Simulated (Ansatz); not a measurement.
Geometry optimisation, DFT LDA, scalar-relativistic, plane waves, PAW in Ansatz 0.2.0.

The input (input.yaml):

```yaml
accuracy: low
crystal:
  lattice:
    - [5.75134, 0.0, 0.0]
    - [-2.87567, 4.980807, 0.0]
    - [0.0, 0.0, 15.22571]
  atoms:
    - { symbol: W, position: [0.0, 0.0, 0.0656784] }
    - { symbol: C, position: [0.3333333, 0.1666667, 0.158191] }
    - { symbol: W, position: [0.0, 0.0, 0.2507036] }
    - { symbol: C, position: [0.3333333, 0.1666667, 0.3432162] }
    - { symbol: W, position: [0.0, 0.5, 0.0656784] }
    - { symbol: C, position: [0.3333333, 0.6666667, 0.158191] }
    - { symbol: W, position: [0.0, 0.5, 0.2507036] }
    - { symbol: C, position: [0.3333333, 0.6666667, 0.3432162] }
    - { symbol: W, position: [0.5, 0.0, 0.0656784] }
    - { symbol: C, position: [0.8333333, 0.1666667, 0.158191] }
    - { symbol: W, position: [0.5, 0.0, 0.2507036] }
    - { symbol: C, position: [0.8333333, 0.1666667, 0.3432162] }
    - { symbol: W, position: [0.5, 0.5, 0.0656784] }
    - { symbol: C, position: [0.8333333, 0.6666667, 0.158191] }
    - { symbol: W, position: [0.5, 0.5, 0.2507036] }
    - { symbol: C, position: [0.8333333, 0.6666667, 0.3432162] }
    - { symbol: Br, position: [0.4885028, 0.47868, 0.441077] }
basis:
  ecutwfc: 420.0
kpoints:
  mp_grid: { grid: [2, 2, 1] }
hamiltonian:
  xc: lda
  pseudopotentials: { kind: paw, azcp: { folder: soft_1 } }
scf:
  occupations: { method: fermi_dirac, width: 0.1 }
  lower_state_search: "off"
relax:
  f_tol: 0.08
  max_steps: 25
  adjacent_minimum: "off"
  constraints: [{ sites: [0, 4, 8, 12] }]
```

Command:

```bash
$ ansatz run input.yaml --threads 1 --pin off --max-ram 3072MiB --backend cpu --events-out ev --progress --plain --runs-dir out
```

Task: Where does it end, and by what steps?

Result: The forces met the threshold. The threshold is loose, so the end isn't yet a minimum. The force dipped under the threshold on the way, but the program's further checks kept it going. Limits of this set-up: coarse k mesh, thin slab, slab without dipole correction, odd electron count without spin, PAW files made for another functional, low accuracy level. After 11 steps the energy has fallen by 3.843 eV; Br17 moved furthest, 1.52 Å.

```
step  energy less start (eV)  largest force component (eV/Å)  accepted
   0                  0.0000                           5.041       yes
   1                 -2.5632                           1.171       yes
   2                 -2.7930                           1.173       yes
   3                 -3.0614                           0.902       yes
   4                 -3.2927                           0.702       yes
   5                 -3.4205                           0.498       yes
   6                 -3.5341                           0.462       yes
   7                 -3.6432                           0.428       yes
   8                 -3.7383                           0.382       yes
   9                 -3.8103                           0.247       yes
  10                 -3.8426                           0.069       yes
  11                 -3.8426                           0.068       yes
```

```xyz
17
Lattice="5.7513 0.0000 0.0000 -2.8757 4.9808 0.0000 0.0000 0.0000 15.2257" Properties=species:S:1:pos:R:3
W 0.000 0.000 1.000
C 1.438 0.833 2.321
W -0.007 0.001 3.824
C 1.438 0.840 5.069
W -1.438 2.490 1.000
C -0.004 3.321 2.293
W -1.438 2.495 3.830
C 0.013 3.334 4.935
W 2.876 0.000 1.000
C 4.314 0.836 2.294
W 2.882 0.001 3.824
C 4.313 0.820 4.936
W 1.438 2.490 1.000
C 2.880 3.321 2.293
W 1.438 2.505 3.821
C 2.863 3.334 4.935
Br 1.438 0.882 6.917
```

Run time: 79 s on 1 thread of Arm Neoverse V2, on a shared host, peak memory 0.61 GiB.
